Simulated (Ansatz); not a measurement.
# C₃H₉ClOSi: taking an electron away

One table from this session's results is given with a row withheld; the runs are named, their logs left out.

Program: Ansatz 0.2.0, Gaussian basis. Level of theory: unrestricted cation, the program's frozen cores in correlated methods. These are calculated values, not measurements.

The runs, in order: UKS PBE-D4/def2-TZVPP; UKS r2SCAN-D4/def2-TZVPP; UKS PBE0-D4/def2-TZVPP; UKS B3LYP-D4/def2-TZVPP; UKS wB97X-V/def2-TZVPP; UKS wB97M-V/def2-TZVPP; then −ε(HOMO) from the neutral's earlier runs with LDA (SPW92), PBE-D4, revPBE-D4, BLYP-D4, r2SCAN-D4, B97M-V, PBE0-D4, B3LYP-D4, r2SCANh-D4, r2SCAN0-D4, HSE06-D4, BHLYP-D4, CAM-B3LYP-D4, LC-ωPBE, ωB97X-V, ωB97M-V.

1 further run of the same task is left out (it didn't finish).

### The geometry

The geometry comes from an earlier relaxation with PBE0-D4 in a triple-zeta def2 set; it is a stationary point, not always the lowest conformer.

SMILES `CC[SiH](Cl)OC`, 15 atoms, charge 0, spin multiplicity 1.

Atoms are counted from 1 here; the program's logs count them from 0.

Bond lengths: C1–C2 1.526 Å, C1–H7 1.093 Å, C1–H8 1.092 Å, C1–H9 1.092 Å, C2–Si3 1.852 Å, C2–H10 1.096 Å, C2–H11 1.095 Å, Si3–Cl4 2.068 Å, Si3–O5 1.630 Å, Si3–H12 1.486 Å, O5–C6 1.411 Å, C6–H13 1.094 Å, C6–H14 1.091 Å, C6–H15 1.096 Å. Angles: C2–C1–H7 111.6°, C2–C1–H8 111.3°, C2–C1–H9 111.2°, H7–C1–H8 107.4°, H7–C1–H9 107.4°, H8–C1–H9 107.7°, C1–C2–Si3 113.9°, C1–C2–H10 110.8°, C1–C2–H11 110.9°, Si3–C2–H10 106.9°, Si3–C2–H11 107.6°, H10–C2–H11 106.2°, C2–Si3–Cl4 109.8°, C2–Si3–O5 108.3°, C2–Si3–H12 113.5°, Cl4–Si3–O5 109.7°, Cl4–Si3–H12 105.0°, O5–Si3–H12 110.5° and more.

The first run:

File in.yaml:

```yaml
crystal:
  periodic: [false, false, false]
  atoms:
    - {symbol: C, position_ang: [-1.768758, -0.665182, 1.759134]}
    - {symbol: C, position_ang: [-1.187638, 0.331537, 0.760146]}
    - {symbol: Si, position_ang: [0.356556, -0.258190, -0.075520]}
    - {symbol: Cl, position_ang: [-0.033398, -1.998287, -1.123695]}
    - {symbol: O, position_ang: [0.857666, 0.902491, -1.104655]}
    - {symbol: C, position_ang: [2.004063, 0.805201, -1.921008]}
    - {symbol: H, position_ang: [-1.053097, -0.906030, 2.549585]}
    - {symbol: H, position_ang: [-2.043552, -1.602120, 1.269832]}
    - {symbol: H, position_ang: [-2.664856, -0.266306, 2.239494]}
    - {symbol: H, position_ang: [-0.941878, 1.279317, 1.252850]}
    - {symbol: H, position_ang: [-1.916212, 0.572256, -0.020939]}
    - {symbol: H, position_ang: [1.442727, -0.617248, 0.873140]}
    - {symbol: H, position_ang: [1.869607, 0.044139, -2.695524]}
    - {symbol: H, position_ang: [2.162304, 1.772161, -2.400361]}
    - {symbol: H, position_ang: [2.894567, 0.555561, -1.333282]}
basis:
  gaussian: {orbitals: def2-TZVPP}
total_charge: 1
magnetization: {spin_polarized: true, initial_magnetization: 1}
hamiltonian: {xc: pbe, dispersion: d4}
```

Among the steps run: Cation, UKS PBE-D4/def2-TZVPP; Cation, UKS r2SCAN-D4/def2-TZVPP; Cation, UKS PBE0-D4/def2-TZVPP; Cation, UKS B3LYP-D4/def2-TZVPP; Cation, UKS wB97X-V/def2-TZVPP; Cation, UKS wB97M-V/def2-TZVPP.

One table of the session follows, with a row left open; its other results are not shown here.

It belongs to the step «Ionisation energies side by side». For comparison, −ε(HOMO) of the neutral from earlier runs:

| functional | −ε(HOMO) (eV) |
| --- | --- |
| LDA (SPW92) | 6.98 |
| PBE-D4 | 6.87 |
| revPBE-D4 | 6.82 |
| BLYP-D4 | 6.79 |
| r2SCAN-D4 | 7.20 |
| B97M-V | 7.33 |
| PBE0-D4 | 8.29 |
| B3LYP-D4 | 8.09 |
| r2SCANh-D4 | 7.74 |
| r2SCAN0-D4 | 8.50 |
| HSE06-D4 | 7.89 |
| BHLYP-D4 | ? |
| CAM-B3LYP-D4 | 9.69 |
| LC-ωPBE | 11.03 |
| ωB97X-V | 10.70 |
| ωB97M-V | 10.54 |

Q: Estimate the row for BHLYP-D4 from the others.

Worked estimate for «−ε(HOMO) (eV)». Against the share of exact exchange, BLYP-D4 (0, 6.79), B3LYP-D4 (0.2, 8.09) give a slope of 6.50 per unit share; at 0.5 the line stands at 10.04.

**Answer.** −ε(HOMO) (eV): 9.58. In «−ε(HOMO) (eV)» the line misses by +0.46.
